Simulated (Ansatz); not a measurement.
# GaO+ (singlet): wave-function methods side by side, 6-31G

Aim: climb from Hartree-Fock through coupled cluster and multireference methods for GaO+ (singlet) at one geometry and basis, and see what each rung misses.

Computed with Ansatz 0.2.0, Gaussian basis. Level: 6-31G, core rule «outside noble gas», up to 15 orbitals frozen.

The runs, in order: UHF; CCSD(T) on RHF; CCSD(T) on UHF; BCCD(T) on RHF; CISD; CCSDT(Q) on RHF; CCSDT(Q) on UHF; CISDTQ; CCSDTQ on RHF; CASSCF and MRCISD+Q, 8 electrons in 8 orbitals; CASSCF and MRCISD+Q(relaxed), 8 electrons in 8 orbitals; CASSCF and NEVPT2, 8 electrons in 8 orbitals; Full CI.

13 further runs of the same task are left out: 3 for a known fault of the program, 4 that didn't finish, 6 set aside as unsound or not needed.

### 1 What is computed

The geometry is a PBE0/def2-TZVP stationary point (not a proven minimum). No spin-orbit coupling is included. The filled d shell of Ga may be among the frozen orbitals whatever the setting's name suggests; the logs give the count.

2 atoms, charge 1, spin multiplicity 1.

Atoms are counted from 1 here; the program's logs count them from 0.

Bond lengths: O1–Ga2 1.671 Å.

### 2 UHF

File in.yaml:

```yaml
crystal:
  periodic: [false, false, false]
  atoms:
    - {symbol: O, position_ang: [0.000000, 0.000000, 0.000000]}
    - {symbol: Ga, position_ang: [0.000000, 0.000000, 1.671000]}
basis:
  gaussian: {orbitals: 6-31G}
total_charge: 1
magnetization: {spin_polarized: true, initial_magnetization: 0}
hamiltonian: {xc: hf}
output: {orbitals: {seedname: orbitals}}
```

The run is started by

```console
> ansatz run in.yaml --threads 1 --pin off --events-out ev --progress --plain --max-ram 2393MiB
```

After this run come: CCSD(T) on RHF; CCSD(T) on UHF; BCCD(T) on RHF; CISD; CCSDT(Q) on RHF; CCSDT(Q) on UHF; CISDTQ; CCSDTQ on RHF; CASSCF and MRCISD+Q, 8 electrons in 8 orbitals; CASSCF and MRCISD+Q(relaxed), 8 electrons in 8 orbitals; CASSCF and NEVPT2, 8 electrons in 8 orbitals; Full CI.

Q: Predict the results of all the runs planned. Wanted: FCI below the RHF energy; RMP2 from FCI; RCCSD from FCI; RCCSD(T) from FCI; RCCSDT(Q) from FCI; NEVPT2 valence from FCI; MRCISD+Q valence from FCI; MRCISD+Q(relaxed) valence from FCI; T1 diagnostic.

The runs gave:

| quantity | value |
| --- | --- |
| FCI below the RHF energy | -5.4895 eV |
| RMP2 from FCI | +873.8 meV |
| RCCSD from FCI | +295.9 meV |
| RCCSD(T) from FCI | +39.0 meV |
| RCCSDT(Q) from FCI | -35.8 meV |
| NEVPT2 valence from FCI | +349.8 meV |
| MRCISD+Q valence from FCI | +101.2 meV |
| MRCISD+Q(relaxed) valence from FCI | -9.5 meV |
| levels within 1 kcal/mol (43 meV) | RCCSD(T), RCCSDT, RCCSDT(Q), RCCSDTQ, MRCISD+Q(relaxed) valence |
| T1 diagnostic | 0.076 |
| effectively unpaired electrons | 0.35 |

**Reading.** RCCSD(T) lands +39.0 meV from the yardstick (0.7 % of the correlation energy). RCCSDT(Q), MRCISD+Q(relaxed) valence fall below full CI, which methods that aren't variational can do. The occupations show some static correlation. Of the multireference levels listed MRCISD+Q(relaxed) valence comes nearest in total energy (-9.5 meV), which doesn't show that its space is the better one. These misses are within one basis, not against nature.
